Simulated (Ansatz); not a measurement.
# EuHg2: how the settings move a single-point run

Aim: see which settings change the result for EuHg2, by how much, and at what cost.

Computed with Ansatz 0.2.0 (reference: DFT, LDA+U, PAW with Ansatz's default frozen-core files, scalar-relativistic, unless a step's input says otherwise).

## (1) Starting point

The structure is hexagonal, space group P6/mmm (No. 191). The conventional cell has a = 4.970 Å, b = 4.970 Å, c = 3.705 Å, α = 90.00°, β = 90.00°, γ = 120.00°. Eu (site symmetry 6/mmm) has 12 Hg at 3.42 Å and 2 Eu at 3.71 Å as nearest neighbours. Hg (site symmetry -6m2) is surrounded by 3 Hg at 2.87 Å.

As a file:

```cif
data_structure
_symmetry_space_group_name_H-M 'P 1'
_symmetry_Int_Tables_number 1
_cell_length_a 4.9700
_cell_length_b 4.9700
_cell_length_c 3.7050
_cell_angle_alpha 90.000
_cell_angle_beta 90.000
_cell_angle_gamma 120.000
_cell_volume 79.26
loop_
_atom_site_label
_atom_site_type_symbol
_atom_site_fract_x
_atom_site_fract_y
_atom_site_fract_z
_atom_site_occupancy
Eu1 Eu 0.00000 0.00000 0.00000 1
Hg1 Hg 0.33333 0.66667 0.50000 1
Hg2 Hg 0.66667 0.33333 0.50000 1
```

## (2) Reference

File input.yaml:

```yaml
crystal:
  lattice:
    - [4.97, 0.0, 0.0]
    - [-2.485, 4.3041462568, 0.0]
    - [0.0, 0.0, 3.705]
  atoms:
    - { symbol: Eu, position: [0.0, 0.0, 0.0], spin: 7.0 }
    - { symbol: Hg, position: [0.3333333333, 0.6666666667, 0.5] }
    - { symbol: Hg, position: [0.6666666667, 0.3333333333, 0.5] }
magnetization:
  spin_polarized: true
kpoints:
  mp_grid: { grid: [6, 6, 7] }
scf:
  occupations: { method: fermi_dirac, width: 0.05 }
hamiltonian:
  xc: lda
  pseudopotentials: { kind: paw }
  hubbard: { sites: [{ species: Eu, l: f, u_eff: 4 }] }
output:
  forces: true
  stress: true
  eigenvalues: true
  hubbard: { sites: [{ species: Eu, l: f }] }
  populations: true
  dos: { projected: true, de: 0.1, e_range: [-10, 8] }
```

On the command line:

```
$ ansatz run input.yaml --threads 2 --pin off --max-ram 6144MiB --backend cpu --events-out ev --progress --plain --runs-dir out
```

The main lines of its log:

```text
[...]
Basis set: ecut = 420 eV, 1555 PW (Γ)
[...]
Magnetic group: BNS 191.233 (UNI 1463), of the structure as read, at distance tolerance 4.3e-5 Å
k-points: 28 of 252
[...]
SCF iter   1: F=—  HF=-35611.578298 eV  |F-HF|=—  |Δ(HF+E_count)|=         —  Δρ=4.83e-2 (↑4.83e-2 ↓3.44e-2)  dr2=4.99e0  dr2_m=4.94e-1  M=7.155 μB ∫|m|=7.163 μB  β_m=0.30  ethr=3.10e-3  ⟨swp⟩=6.2  Hψ=8092  notcnv=0  defer=23
preconditioner: auto → Kerker (q_TF=auto, 2.582 Å⁻¹)  [metal: Δε(μ)=0.037 eV  Ē_g=11.166 eV  σ=0.050 eV  W_gap=0.18  n_scr=26 (ndim 8)  ℏωp=26.0 eV  f_vac=0.000  D(μ)=2.39/eV (n_scr^D=20)]
[...]
SCF iter   2: F=—  HF=-35611.533701 eV  |F-HF|=—  |Δ(HF+E_count)|=   4.46e-2  Δρ=3.01e-2 (↑3.01e-2 ↓2.27e-2)  dr2=2.19e0  dr2_m=2.13e-1  M=7.140 μB ∫|m|=7.156 μB  β_m=0.49  ethr=3.10e-3  ⟨swp⟩=3.2  Hψ=3640  notcnv=0
[...]
SCF iter   5: F=—  HF=-35612.028912 eV  |F-HF|=—  |Δ(HF+E_count)|=   1.75e-6  Δρ=1.74e-5 (↑1.74e-5 ↓7.68e-6)  dr2=2.88e-7  dr2_m=5.51e-8  M=7.256 μB ∫|m|=7.267 μB  β_m=0.83  ethr=8.94e-9  ⟨swp⟩=2.3  Hψ=3222  notcnv=0
SCF iter   6: F=-35612.028912 eV  HF=-35612.028912 eV  |F-HF|=7.53e-9  |Δ(HF+E_count)|=   4.30e-9  Δρ=1.58e-6 (↑1.58e-6 ↓1.55e-6)  dr2=1.31e-8  dr2_m=4.89e-10  M=7.256 μB ∫|m|=7.266 μB  ethr=1.75e-10  ⟨swp⟩=5.6  Hψ=8621  notcnv=0
[...]
SCF converged after 14 iterations (8 of them in the search for the orbital order of the open f shells)
Magnetization: 7.2557 μB (32.1278 up, 24.8722 down)
[...]
Free energy (F): -35612.028912 eV
[...]
E sigma→0 (E₀):  -35612.018874 eV
[...]
Fermi energy:    13.678426 eV
[...]
  P = ⅓ Tr σ = -2.8818 GPa (-28.818 kbar)
[...]
```

It took 18 s on 2 threads of Arm Neoverse V1, shared host; peak memory 0.47 GiB.

## (3) Changed: lower_state_search standard

Changes to input.yaml since step 2:

```diff
@@ -15,2 +15,3 @@
   occupations: { method: fermi_dirac, width: 0.05 }
+  lower_state_search: standard
 hamiltonian:
@@ -25,2 +26,5 @@
   populations: true
-  dos: { projected: true, de: 0.1, e_range: [-10, 8] }
+  write_density: true
+  write_potential: true
+  elf: true
+  volumetric_format: npy
```

On the command line:

```
$ ansatz run input.yaml --threads 2 --pin off --max-ram 6144MiB --backend cpu --events-out ev --progress --plain --runs-dir out
```

Standard output:

```text
Eu: projections on atomic orbitals take those of the free atom [Kr 4d10] 4f7 5s2 5p6 5d0 6s2, of charge +0.00 (hamiltonian.pseudopotentials.projection_atoms); the dataset's partial waves leave at most 1.0e-3 of an orbital's norm unspanned inside its sphere
Hg: projections on atomic orbitals take those of the free atom [Kr 4d10 4f14] 5s2 5p6 5d10 6s2, of charge +0.00 (hamiltonian.pseudopotentials.projection_atoms); the dataset's partial waves leave at most 1.0e-4 of an orbital's norm unspanned inside its sphere
Engine: ansatz 0.2.0
Pseudopotentials: kind: paw
Pseudopotential: Eu, paw, valence charge 17, recommended cutoff 420 eV (normal)
Pseudopotential: Hg, paw, valence charge 20, recommended cutoff 420 eV (normal)
Functional definition: SPW92
  exchange = slater_x
  correlation = pw_c
Crystal: 3 atoms, lattice volume = 79.256 Å³
Basis set: ecut = 420 eV, 1555 PW (Γ)
Bands: 40, of which v1, the nominal top of the filled ones, is band 29 counted from 1 (28 counted from 0)
Symmetry: 24 space group operations
Space group: P6/mmm (ITA 191), of the structure as read, at distance tolerance 4.3e-5 Å
Magnetic group: BNS 191.233 (UNI 1463), of the structure as read, at distance tolerance 4.3e-5 Å
k-points: 28 of 252
Non-local potential: Eu, projectors of the file, l = 0: 3, l = 1: 2, l = 2: 2, l = 3: 3
Non-local potential: Hg, projectors of the file, l = 0: 3, l = 1: 2, l = 2: 2, l = 3: 1
PAW form: soft (Blöchl's): semilocal exchange-correlation on the pseudo side does not see the compensation charge
PAW frozen core: Eu, regenerated for the run's functional, and the local potential with it (the file was generated under x = pbe(κ = 0.804, μ = 0.2195149727645171), c = pbe(β = 0.06672455060314922))
PAW frozen core: Hg, regenerated for the run's functional, and the local potential with it (the file was generated under x = pbe(κ = 0.804, μ = 0.2195149727645171), c = pbe(β = 0.06672455060314922))
PAW one-centre angular grid: Eu, 590 points (default); XC on 64 Gauss nodes
PAW one-centre angular grid: Hg, 590 points (default); XC on 64 Gauss nodes
Initial density: superposition of atomic densities (chi_scale 0.1, normalization cell)
Initial wavefunctions: pseudopotential atomic-orbital guess
Functional: x = slater, c = lda
SCF iter   1: F=—  HF=-35611.578298 eV  |F-HF|=—  |Δ(HF+E_count)|=         —  Δρ=4.83e-2 (↑4.83e-2 ↓3.44e-2)  dr2=4.99e0  dr2_m=4.94e-1  M=7.155 μB ∫|m|=7.163 μB  β_m=0.30  ethr=3.10e-3  ⟨swp⟩=6.2  Hψ=8092  notcnv=0  defer=23
preconditioner: auto → Kerker (q_TF=auto, 2.582 Å⁻¹)  [metal: Δε(μ)=0.037 eV  Ē_g=11.166 eV  σ=0.050 eV  W_gap=0.18  n_scr=26 (ndim 8)  ℏωp=26.0 eV  f_vac=0.000  D(μ)=2.39/eV (n_scr^D=20)]
spin=Collinear: Kerker preconditioning applied to the charge; magnetization (m = ρ↑ − ρ↓) channel mixes plain (no charge-response kernel on spin).
SCF iter   2: F=—  HF=-35611.533701 eV  |F-HF|=—  |Δ(HF+E_count)|=   4.46e-2  Δρ=3.01e-2 (↑3.01e-2 ↓2.27e-2)  dr2=2.19e0  dr2_m=2.13e-1  M=7.140 μB ∫|m|=7.156 μB  β_m=0.49  ethr=3.10e-3  ⟨swp⟩=3.2  Hψ=3640  notcnv=0
SCF iter   3: F=—  HF=-35611.967671 eV  |F-HF|=—  |Δ(HF+E_count)|=   4.34e-1  Δρ=1.51e-2 (↑1.51e-2 ↓6.59e-3)  dr2=4.96e-1  dr2_m=3.06e-2  M=7.243 μB ∫|m|=7.259 μB  β_m=0.57  ethr=3.10e-3  ⟨swp⟩=2.8  Hψ=4092  notcnv=0
SCF iter   4: F=—  HF=-35612.052231 eV  |F-HF|=—  |Δ(HF+E_count)|=   8.46e-2  Δρ=3.92e-3 (↑3.92e-3 ↓3.53e-3)  dr2=7.83e-2  dr2_m=1.04e-3  M=7.303 μB ∫|m|=7.312 μB  β_m=0.73  ethr=8.71e-4  ⟨swp⟩=2.7  Hψ=4597  notcnv=0
SCF iter   5: F=—  HF=-35612.023085 eV  |F-HF|=—  |Δ(HF+E_count)|=   2.91e-2  Δρ=1.40e-3 (↑1.20e-3 ↓1.40e-3)  dr2=9.31e-3  dr2_m=1.84e-4  M=7.303 μB ∫|m|=7.312 μB  β_m=0.86  ethr=1.37e-4  ⟨swp⟩=3.1  Hψ=4160  notcnv=0
SCF iter   6: F=—  HF=-35612.028823 eV  |F-HF|=—  |Δ(HF+E_count)|=   5.74e-3  Δρ=1.43e-3 (↑1.43e-3 ↓4.14e-4)  dr2=1.66e-3  dr2_m=2.99e-4  M=7.271 μB ∫|m|=7.282 μB  β_m=0.93  ethr=1.63e-5  ⟨swp⟩=2.5  Hψ=3947  notcnv=0
SCF iter   7: F=—  HF=-35612.028781 eV  |F-HF|=—  |Δ(HF+E_count)|=   4.12e-5  Δρ=3.33e-4 (↑3.33e-4 ↓1.03e-4)  dr2=1.10e-4  dr2_m=1.95e-5  M=7.262 μB ∫|m|=7.273 μB  β_m=0.97  ethr=2.91e-6  ⟨swp⟩=2.1  Hψ=3860  notcnv=0
SCF iter   8: F=—  HF=-35612.028907 eV  |F-HF|=—  |Δ(HF+E_count)|=   1.26e-4  Δρ=7.55e-5 (↑7.55e-5 ↓3.40e-5)  dr2=9.12e-6  dr2_m=1.14e-6  M=7.258 μB ∫|m|=7.268 μB  β_m=0.98  ethr=1.93e-7  ⟨swp⟩=2.0  Hψ=3695  notcnv=0
Initial density: handed on by an earlier stage of this run
iter 1 solved again at ethr=1.96e-8 eV; its pass at ethr=1.75e-6 eV (dr2=1.12e-5 eV) is discarded
SCF iter   1: F=—  HF=-35612.028914 eV  |F-HF|=—  |Δ(HF+E_count)|=         —  Δρ=1.51e-4 (↑1.51e-4 ↓3.89e-5)  dr2=2.47e-5  dr2_m=4.49e-6  M=7.257 μB ∫|m|=7.267 μB  ethr=1.96e-8  ⟨swp⟩=2.3  Hψ=15911  notcnv=0
iteration 1: the SCF starts in the orbital order of the open f shells that the search before it chose, by its bands or by converging an SCF in each of two, with that order's moments; no other order was found more than 0.2 meV higher (one found slightly lower counts as degenerate)
preconditioner: auto → Kerker (q_TF=auto, 2.582 Å⁻¹)  [metal: Δε(μ)=0.007 eV  Ē_g=12.330 eV  σ=0.050 eV  W_gap=0.04  n_scr=26 (ndim 8)  ℏωp=26.0 eV  f_vac=0.000  D(μ)=2.56/eV (n_scr^D=20)]
spin=Collinear: Kerker preconditioning applied to the charge; magnetization (m = ρ↑ − ρ↓) channel mixes plain (no charge-response kernel on spin).
SCF iter   2: F=—  HF=-35612.028956 eV  |F-HF|=—  |Δ(HF+E_count)|=   4.19e-5  Δρ=3.54e-4 (↑3.54e-4 ↓6.29e-5)  dr2=1.38e-4  dr2_m=1.79e-5  M=7.259 μB ∫|m|=7.269 μB  β_m=0.30  ethr=1.96e-8  ⟨swp⟩=2.9  Hψ=4026  notcnv=0
SCF iter   3: F=—  HF=-35612.028917 eV  |F-HF|=—  |Δ(HF+E_count)|=   3.83e-5  Δρ=6.87e-5 (↑6.87e-5 ↓4.18e-5)  dr2=1.76e-5  dr2_m=1.93e-7  M=7.257 μB ∫|m|=7.268 μB  β_m=0.33  ethr=1.96e-8  ⟨swp⟩=2.0  Hψ=3690  notcnv=0
SCF iter   4: F=—  HF=-35612.028914 eV  |F-HF|=—  |Δ(HF+E_count)|=   3.09e-6  Δρ=2.98e-5 (↑2.17e-5 ↓2.98e-5)  dr2=5.09e-6  dr2_m=8.60e-8  M=7.256 μB ∫|m|=7.267 μB  β_m=0.66  ethr=1.96e-8  ⟨swp⟩=1.6  Hψ=2457  notcnv=0
SCF iter   5: F=—  HF=-35612.028912 eV  |F-HF|=—  |Δ(HF+E_count)|=   1.75e-6  Δρ=1.74e-5 (↑1.74e-5 ↓7.68e-6)  dr2=2.88e-7  dr2_m=5.51e-8  M=7.256 μB ∫|m|=7.267 μB  β_m=0.83  ethr=8.94e-9  ⟨swp⟩=2.3  Hψ=3222  notcnv=0
SCF iter   6: F=-35612.028912 eV  HF=-35612.028912 eV  |F-HF|=7.52e-9  |Δ(HF+E_count)|=   4.51e-9  Δρ=1.58e-6 (↑1.58e-6 ↓1.55e-6)  dr2=1.31e-8  dr2_m=4.89e-10  M=7.256 μB ∫|m|=7.266 μB  ethr=1.75e-10  ⟨swp⟩=9.3  Hψ=13742  notcnv=0
SCF 1 converged in 6 iterations: F = -35612.028912 eV  dr2 = 1.31e-8
SCF converged after 14 iterations (8 of them in the search for the orbital order of the open f shells)
Magnetization: 7.2557 μB (32.1278 up, 24.8722 down)
Absolute magnetization: 7.2683 μB (∫|ρ↑−ρ↓|, with the PAW one-centre terms)
Spin contamination: 0.0158 ħ² per cell (⟨S²⟩ above its minimum at these occupations)
Per-site moments (μB) at R_I (Å): [(6.956803215033084, 1.4088786130416784), (0.012297536575142565, 1.1836402206211907), (0.01229753657514248, 1.1836402206211907)]
Free energy (F): -35612.028912 eV
Harris-Foulkes:  -35612.028912 eV  (|F-HF|=7.52e-9)
Internal energy: -35612.008836 eV  (E = F + TS)
E sigma→0 (E₀):  -35612.018874 eV
Entropy (-TS):   -0.020077 eV (-6.692 meV/atom)
Fermi energy:    13.678426 eV
--- Per-component energies (eV) ---
  E_band       = -811.227927
  E_kinetic    = 1559.796949
  E_local      = -7257.435882  (includes V_loc(G=0)·N_el)
  E_nonlocal   = 642.822222
  E_hartree    = 3054.995460
  E_xc         = -614.568394
  E_vxc        = -727.769397  (∫ρ·V_xc dr)
  E_hubbard    = 0.103832  (on-site DFT+U / exact-exchange correction)
  E_vhub       = -13.740884  (the Hubbard potential's part of the band-sum identity)
  E_paw        = -25500.673008  (= ΣΔE_a)
  E_vpaw       = -1124.897487  (= ΣTr[D̂ρ^β])
  E_aug_tail   = 0.001724  (compensation charges beyond the density's cutoff)
  E_ewald      = -7499.338812
  E_core_change = 2.287074  (= ΣΔE_core)
  E_smearing   = -0.020077  (= −TS)
  E_closure    = -0.000000  (closes the sum)
  Σ components = -35612.028912   (vs F -35612.028912, Δ=0.00e0)
--- Forces (eV/Å), atoms counted from 1 ---
  atom   1  Eu     0.00000000     0.00000000     0.00000000
  atom   2  Hg    -0.00000000    -0.00000000     0.00000000
  atom   3  Hg    -0.00000000     0.00000000     0.00000000
  max |Σ_I F_I| component: 5.55e-17 eV/Å
--- Stress (GPa, compression-positive) ---
       -3.400034      -0.000000       0.000000
       -0.000000      -3.400034       0.000000
        0.000000       0.000000      -1.845394
  P = ⅓ Tr σ = -2.8818 GPa (-28.818 kbar)
--- Band table (eV; the first three rows and the last of 56) ---
  k-point 0 ↑: bands = ["-101.7972", "-101.7937", "-50.0966", "-50.0966", "-50.0647", "-50.0544", "-50.0389", "-50.0389", "-27.1111", "-5.9771", "-5.9771", "-5.8150", "5.0850", "6.0318", "6.1788", "6.1788", "6.3032", "6.3032", "6.5328", "6.5328", "6.6612", "6.9890", "6.9890", "12.0165", "12.1740", "12.1740", "12.2290", "12.2516", "12.2855", "12.2855", "13.3056", "13.3056", "14.0623", "14.3121", "17.9378", "17.9378", "18.0781", "18.6403", "18.6403", "20.0875"]
  k-point 1 ↑: bands = ["-101.7973", "-101.7936", "-50.0967", "-50.0967", "-50.0651", "-50.0549", "-50.0389", "-50.0389", "-27.1070", "-5.9674", "-5.9674", "-5.9004", "5.2058", "6.1659", "6.1659", "6.2535", "6.2535", "6.2565", "6.5085", "6.5085", "6.7797", "6.9752", "6.9752", "12.0427", "12.1787", "12.1944", "12.1944", "12.2166", "12.2166", "12.2529", "13.6867", "13.6867", "14.1802", "14.5273", "16.4847", "16.8957", "16.8957", "19.8880", "19.8880", "20.6544"]
  k-point 2 ↑: bands = ["-101.7975", "-101.7933", "-50.0968", "-50.0968", "-50.0660", "-50.0559", "-50.0388", "-50.0388", "-27.0974", "-6.0861", "-5.9457", "-5.9457", "5.4134", "6.0676", "6.0676", "6.2194", "6.2194", "6.4539", "6.4539", "6.9432", "6.9432", "6.9931", "7.0578", "12.0615", "12.1023", "12.1298", "12.1298", "12.2434", "12.2434", "12.2559", "13.1376", "14.5850", "14.6455", "14.6455", "15.9149", "15.9149", "16.9760", "19.2476", "19.2476", "20.1372"]
  k-point 27 ↓: bands = ["-101.7946", "-101.7946", "-50.1016", "-50.0677", "-50.0677", "-50.0616", "-50.0616", "-50.0337", "-24.1129", "-4.0332", "-3.7133", "-3.7133", "5.5295", "5.8527", "5.8717", "5.8717", "6.4700", "6.4700", "7.0577", "7.1207", "7.1207", "7.6664", "9.4954", "9.4954", "13.6939", "13.8223", "13.8223", "17.7241", "18.1477", "18.1477", "19.3916", "19.3916", "20.2221", "20.5723", "20.7009", "20.7214", "20.7214", "20.8085", "20.8085", "21.7863"]
Occupation matrices written to <dir>
--- Löwdin populations: 3 sites ---
  site symbol       q [e]    m [muB]
     0     Eu     17.9178     7.1963
     1     Hg     19.1936    -0.0167
     2     Hg     19.1936    -0.0167
  spilling = 0.012193 (of n_electrons = 57.000000)
--- Occupation matrices: 1 shell (run DFT+U table (all-electron-ortho-atomic); ε = 1.58e-4) ---
  Eu0 f_4F: site group D6h (6/mmm)
  Eu0 f_4F up     Tr n = 6.9611  λ = 0.992 0.994 0.994 0.994 0.994 0.995 0.997  [y(3x2-y2) 1.00 B2u(1.00) | 2× z(x2-y2) 0.50 E2u(1.00) | 3× z3 0.33 E1u(0.67) | x(x2-3y2) 1.00 B1u(1.00)]
  Eu0 f_4F dn     Tr n = 0.0132  λ = 0.001 0.001 0.002 0.002 0.002 0.003 0.003  [2× z3 0.50 A2u(0.50) | 2× xz2 0.50 E1u(1.00) | x(x2-3y2) 1.00 B1u(1.00) | 2× z(x2-y2) 0.50 E2u(1.00)]
  Tr n, λ and their labels are of the run-group-symmetrised matrices; stabiliser: 24 of 48 elements of G0×{1,Θ} (closed), max defect 3.7e-15 at τ = 3.3e-5
```

Wall time 30 s (2 threads of Arm Neoverse V1, shared host); peak memory 0.51 GiB.

The changed input (search for lower states) leaves the energy the same to the digits printed.

## (4) All runs together

| run | ending | energy change | pressure (GPa) | abs. moment (μB) | force (eV/Å) | cycles | time |
| --- | --- | --- | --- | --- | --- | --- | --- |
| reference | converged | 0 | -2.9 | 7.27 | 0.00 | 14 | 18 s |
| 1: lower_state_search standard | converged | 0.0 meV/atom | -2.9 | 7.27 | 0.00 | 14 | 30 s |

Times don't compare one to one where runs were asked for different outputs or read a saved state (see the inputs); cycles may leave out searches for a lower state.

Residual by cycle in the longest SCF loop of each run; runs are numbered as in the table. The quantity is the density residual dr2, in eV.

| cycle | reference | run 1 |
| --- | --- | --- |
| 1 | 4.99 | 4.99 |
| 2 | 2.19 | 2.19 |
| 3 | 0.496 | 0.496 |
| 4 | 0.0783 | 0.0783 |
| 5 | 0.00931 | 0.00931 |
| 6 | 0.00166 | 0.00166 |
| 7 | 1.1e-4 | 1.1e-4 |
| 8 | 9.1e-6 | 9.1e-6 |

**Reading.** The changed input (search for lower states) leaves the energy the same to the digits printed.
